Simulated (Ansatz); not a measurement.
# BSiGeH (quintet): from Hartree-Fock to the top rungs, cc-pVTZ

Aim: climb from Hartree-Fock through coupled cluster for BSiGeH (quintet) at one geometry and basis, and see what each rung misses.

Computed with Ansatz 0.2.0, Gaussian basis. Level: cc-pVTZ, core rule «outside noble gas», up to 20 orbitals frozen.

To be run: UHF; CCSD(T) on ROHF; CCSD(T) on UHF; BCCD(T) on ROHF; CCSDT(Q) on ROHF; CCSDT(Q) on UHF.

5 further runs of the same task are left out: 1 that didn't finish, 4 set aside as unsound or not needed.

## 1. The system

The geometry is a PBE0/def2-TZVP stationary point (not a proven minimum) of the parent state, kept for this charge and spin. No spin-orbit coupling is included. The filled d shell of Ge may be among the frozen orbitals whatever the setting's name suggests; the logs give the count.

4 atoms, charge 0, spin multiplicity 5.

Atoms are counted from 1 here; the program's logs count them from 0.

Bond lengths: B1–Si2 1.955 Å, B1–Ge3 2.037 Å, Si2–Ge3 2.247 Å, Si2–H4 1.493 Å. Angles: Si2–B1–Ge3 68.5°, B1–Si2–Ge3 57.5°, B1–Si2–H4 125.2°, Ge3–Si2–H4 177.3°, B1–Ge3–Si2 54.0°.

Geometry (Å):

```
B     0.0000   -1.4554    0.5853
Si    0.0000    0.2594    1.5238
Ge    0.0000    0.1104   -0.7180
H     0.0000    0.4282    3.0075
```

## 2. UHF

File in.yaml:

```yaml
crystal:
  periodic: [false, false, false]
  atoms:
    - {symbol: B, position_ang: [0.000000, -1.455407, 0.585347]}
    - {symbol: Si, position_ang: [0.000000, 0.259390, 1.523825]}
    - {symbol: Ge, position_ang: [0.000000, 0.110375, -0.718019]}
    - {symbol: H, position_ang: [0.000000, 0.428237, 3.007464]}
basis:
  gaussian: {orbitals: cc-pVTZ}
magnetization: {spin_polarized: true, initial_magnetization: 4}
hamiltonian: {xc: hf}
output: {orbitals: {seedname: orbitals}}
```

Started as:

```
$ ansatz run in.yaml --threads 1 --pin off --events-out ev --progress --plain --max-ram 4096MiB --backend cpu
```

Further steps of the session: CCSD(T) on ROHF; CCSD(T) on UHF; BCCD(T) on ROHF; CCSDT(Q) on ROHF; CCSDT(Q) on UHF.

Q: Predict the results of all the runs planned. Wanted: RCCSDT(Q) from the RHF energy; RMP2 from RCCSDT(Q); UMP2 from RCCSDT(Q); RCCSD from RCCSDT(Q); RCCSD(T) from RCCSDT(Q); UCCSD(T) from RCCSDT(Q); UCCSDT(Q) from RCCSDT(Q); T1 diagnostic.

As calculated:

| quantity | value |
| --- | --- |
| RCCSDT(Q) from the ROHF energy | -8.4480 eV |
| RMP2 from RCCSDT(Q) | +145.1 kJ/mol |
| UMP2 from RCCSDT(Q) | +158.3 kJ/mol |
| RCCSD from RCCSDT(Q) | +58.2 kJ/mol |
| RCCSD(T) from RCCSDT(Q) | +9.9 kJ/mol |
| UCCSD(T) from RCCSDT(Q) | +9.6 kJ/mol |
| UCCSDT(Q) from RCCSDT(Q) | -1.0 kJ/mol |
| levels within 1 kcal/mol (43 meV) | UCCSDT, UCCSDT(Q) |
| T1 diagnostic | 0.046 |

RCCSD(T) lands +9.9 kJ/mol from the yardstick (1.2 % of the correlation energy). These misses are within one basis, not against nature; the frozen cores of restricted and unrestricted runs differ, which can shift their rows.
